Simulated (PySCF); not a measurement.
**ethylidifluoroborane (C₂H₅BF₂): geometry, spin-spin couplings**

Aim: predict the spin-spin couplings of ethylidifluoroborane (C₂H₅BF₂) (`CCB(F)F`).

Computed with PySCF 2.14.0, with density-fitted response routines of our own, on a single molecule in the gas phase. Atoms are numbered from 0 throughout.

### 1 The molecule as given

10 atoms, charge 0, multiplicity 1; geometry from: GFN2-xTB. The atoms were then displaced at random by about 0.01 Å, so the start is not that level's minimum.

Bonds of the start (Å): C0–C1 1.52, C1–B2 1.56, B2–F3 1.31, B2–F4 1.33, C0–H5 1.13, C0–H6 1.07, C0–H7 1.07, C1–H8 1.08, C1–H9 1.10.

### 2 Optimising the geometry at PBE0-D3(BJ)/def2-SVP

Job settings and geometry (Å):

```
{"job": {"xc": "PBE0", "basis": "def2-SVP", "d3": "d3bj", "grid": 1, "shake": 0.01, "kind": "geom"}, "charge": 0, "multiplicity": 1}
C     -1.179450    -0.249280    -0.078180
C      0.101620     0.567580    -0.135060
B      1.382250    -0.258860     0.212460
F      1.434250    -1.536210     0.518860
F      2.601840     0.281160     0.228190
H     -2.047380     0.414520    -0.347870
H     -1.153440    -1.061920    -0.775510
H     -1.349040    -0.615020     0.910980
H      0.226420     1.012230    -1.109750
H      0.033360     1.424850     0.554830
```

Run with:

```console
> OMP_NUM_THREADS=1 python probes_run.py task.json out
```

One launch serves the whole session: the jobs run in the order shown.

**Question.** This job is followed by: B3LYP/cc-pVTZ indirect spin-spin coupling, non-relativistic, gas phase; B3LYP/6-31G* indirect spin-spin coupling, non-relativistic, gas phase. Predict these results of the whole session: point group; rotational constants (main isotopes); largest coupling of the table (B3LYP/cc-pVTZ); range of J(F3,F4), mean over like pairs.

**Answer**, as computed:

| quantity | value |
| --- | --- |
| point group | C1 |
| rotational constants (main isotopes) | 8.88, 3.46, 2.57 GHz |
| largest coupling of the table (B3LYP/cc-pVTZ) | ²J(F,F) F3–F4, -225.4 Hz |
| range of J(F3,F4), mean over like pairs | -225.4 to -131.9 Hz |

In words: Relaxing lowered the energy by 0.122 eV in 14 steps; the close pair that moved most is C0–H7, from 1.068 to 1.101 Å. Of the pairs tabulated at B3LYP/cc-pVTZ, F3–F4 couples most strongly (-225.4 Hz; Fermi contact 6.9 Hz). Couplings across rotatable bonds belong to this one conformer; where others are populated, the observed values are averages. Density functionals describe couplings to fluorine poorly, F–F couplings above all, so those rows are rough. The coupling F3–F4, as a mean over pairs of its kind, runs from -225.4 Hz (B3LYP/cc-pVTZ) to -131.9 Hz (B3LYP/6-31G*). Couplings from bases without tight functions are rough.
